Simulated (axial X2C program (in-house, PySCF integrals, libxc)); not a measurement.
**A two-component session on TeSr⁺: properties at the nuclei**

Aim: properties at the nuclei of TeSr⁺, with spin–orbit coupling in the Hamiltonian from the start.

Method: two-component X2C with atomic mean-field terms, Te dyall-cv3z, Sr dyall-cv3z; program: an in-house X2C program for linear molecules on PySCF integrals.

All values are calculated.

**1. Input**

The input, task.json:

```json
{
 "zs": [
  52,
  38
 ],
 "q": 1,
 "bas": [
  "dyall-cv3z",
  "dyall-cv3z"
 ],
 "r0": 2.85,
 "levels": [
  "PBE0",
  "HF",
  "LDA",
  "BHandHLYP",
  "PBE50"
 ],
 "nst": 3
}
```

Keys: zs atomic numbers; q charge; bas basis sets; r0 starting distance in Å; levels methods (HF also brings MP2); nst determinants followed.

Command:

```sh
> python soeom.py task.json out
```

Nuclei are Gaussian, cores are contracted, and the Gaunt term is on.

**2. Expectation values, lowest determinant**

R = 2.946 Å. State: Ω = 3/2 (excess of +ω over −ω: ω = 3/2).

Output of the PBE0 run:

```text
two-component X2C + atomic mean field  PBE0
basis functions 257  fitting functions 1313  grid points 5808
iter        total energy     max residual
   1      -9968.270429096     6.48e-05
   2      -9968.270429099     1.11e-05
   3      -9968.270429100     4.96e-06
converged
one-electron -14404.08772027  Coulomb 4368.97456687  exact exchange -69.63909648  xc functional -213.08236247  nuclear repulsion 354.94031527  atomic mean-field constant -5.37613202
```

The highest occupied spinor is 81% Te p, 10% Sr d, 3% Sr p.

```csv
level,Eeff magnitude (GV/cm),Ws magnitude Te (kHz),A∥/gI Te (MHz),qzz Te (a.u.),A∥/gI Sr (MHz),qzz Sr (a.u.)
PBE0,0.455,0.117,449,-3.06,-19.2,-0.74
HF,0.922,0.288,397,-3.81,-20.7,-0.77
LDA,0.338,0.0725,515,-2.88,-19.9,-0.82
BHandHLYP,0.513,0.134,468,-3.12,-23.1,-0.74
PBE50,0.574,0.157,441,-3.31,-16.4,-0.74
```

Eeff is the effective electric field on the electron dipole moment in this Ω state and Ws the scalar–pseudoscalar constant (defined with the proton number Z and per Ω); A∥ is the parallel hyperfine constant, which follows by multiplying with the nuclear g factor gI = μI/(I μN); qzz is the electric field gradient, eQq0 = 234.96 MHz × Q/barn × qzz. The operators were transformed with the bare-nucleus X2C matrices.

**3. Expectation values, a higher determinant**

R = 2.946 Å. State: Ω = 1/2 (excess of +ω over −ω: ω = 1/2), 0.33 eV above the lowest in the PBE0 search for states (made at or near this distance, with looser thresholds).

Output of the PBE0 run:

```text
two-component X2C + atomic mean field  PBE0
basis functions 257  fitting functions 1313  grid points 5808
iter        total energy     max residual
   1      -9968.258228417     7.51e-05
   2      -9968.258228468     2.89e-05
   3      -9968.258228486     3.91e-05
   4      -9968.258228490     9.87e-06
converged
one-electron -14403.87062482  Coulomb 4368.76406704  exact exchange -69.63800536  xc functional -213.07784859  nuclear repulsion 354.94031527  atomic mean-field constant -5.37613202
```

The highest occupied spinor is 80% Te p, 13% Sr d, 4% Sr p.

```csv
level,Eeff magnitude (GV/cm),Ws magnitude Te (kHz),A∥/gI Te (MHz),qzz Te (a.u.),A∥/gI Sr (MHz),qzz Sr (a.u.)
PBE0,3.22,4.64,2460,-2.47,307,-0.70
HF,4.51,6.54,1680,-1.39,343,-0.69
LDA,3,4.38,2450,-2.17,364,-0.76
BHandHLYP,3.83,5.57,2160,-1.87,352,-0.69
PBE50,3.76,5.38,2270,-2.26,299,-0.69
```

**4. Expectation values, a higher determinant**

R = 2.946 Å. State: Ω = 1/2 (excess of +ω over −ω: 2 × ω = -1/2, ω = 3/2), 2.20 eV above the lowest in the PBE0 search for states (made at or near this distance, with looser thresholds).

Output of the PBE0 run:

```text
two-component X2C + atomic mean field  PBE0
basis functions 257  fitting functions 1313  grid points 5808
iter        total energy     max residual
   1      -9968.189495634     6.70e-05
   2      -9968.189495644     1.39e-05
   3      -9968.189495647     1.09e-05
   4      -9968.189495647     4.69e-06
converged
one-electron -14399.89437550  Coulomb 4364.81831425  exact exchange -69.63556421  xc functional -213.04205344  nuclear repulsion 354.94031527  atomic mean-field constant -5.37613202
```

The highest occupied spinor is 74% Sr s, 18% Sr d, 4% Sr p.

```csv
level,Eeff magnitude (GV/cm),Ws magnitude Te (kHz),A∥/gI Te (MHz),qzz Te (a.u.),A∥/gI Sr (MHz),qzz Sr (a.u.)
PBE0,4.74,4.75,-1520,-10.24,-2980,-1.15
HF,6.01,5.94,-1110,-9.79,-2870,-1.45
LDA,4.91,4.98,-1140,-9.47,-3210,-0.99
BHandHLYP,5.65,5.71,-743,-8.74,-3190,-1.21
PBE50,5.09,5.14,-1320,-10.00,-3000,-1.24
```

**5. Results**

| quantity | value |
| --- | --- |
| lowest determinant | Ω = 3/2 (excess of +ω over −ω: ω = 3/2) |
| Eeff magnitude (GV/cm), PBE0 | 0.455 |
| Ws magnitude Te (kHz), PBE0 | 0.117 |
| A∥/gI Te (MHz), PBE0 | 449 |
| qzz Te (a.u.), PBE0 | -3.06 |
| higher determinant | Ω = 1/2 (excess of +ω over −ω: ω = 1/2) |
| Eeff magnitude (GV/cm), PBE0, higher determinant | 3.22 |
| Ws magnitude Te (kHz), PBE0, higher determinant | 4.64 |
| A∥/gI Te (MHz), PBE0, higher determinant | 2460 |
| qzz Te (a.u.), PBE0, higher determinant | -2.47 |
| higher determinant | Ω = 1/2 (excess of +ω over −ω: 2 × ω = -1/2, ω = 3/2) |
| Eeff magnitude (GV/cm), PBE0, higher determinant | 4.74 |
| Ws magnitude Te (kHz), PBE0, higher determinant | 4.75 |
| A∥/gI Te (MHz), PBE0, higher determinant | -1520 |
| qzz Te (a.u.), PBE0, higher determinant | -10.24 |

In the first state, the effective field runs from 0.338 to 0.922 GV/cm over the mean-field levels, so the levels don't agree on it. The expectation values come from single determinants, which for open shells can mix terms of unlike spin or miss the lowest Ω, so a determinant need not be a state. Eeff is the effective electric field on the electron dipole moment in this Ω state and Ws the scalar–pseudoscalar constant (defined with the proton number Z and per Ω); A∥ is the parallel hyperfine constant, which follows by multiplying with the nuclear g factor gI = μI/(I μN); qzz is the electric field gradient, eQq0 = 234.96 MHz × Q/barn × qzz. The operators were transformed with the bare-nucleus X2C matrices.
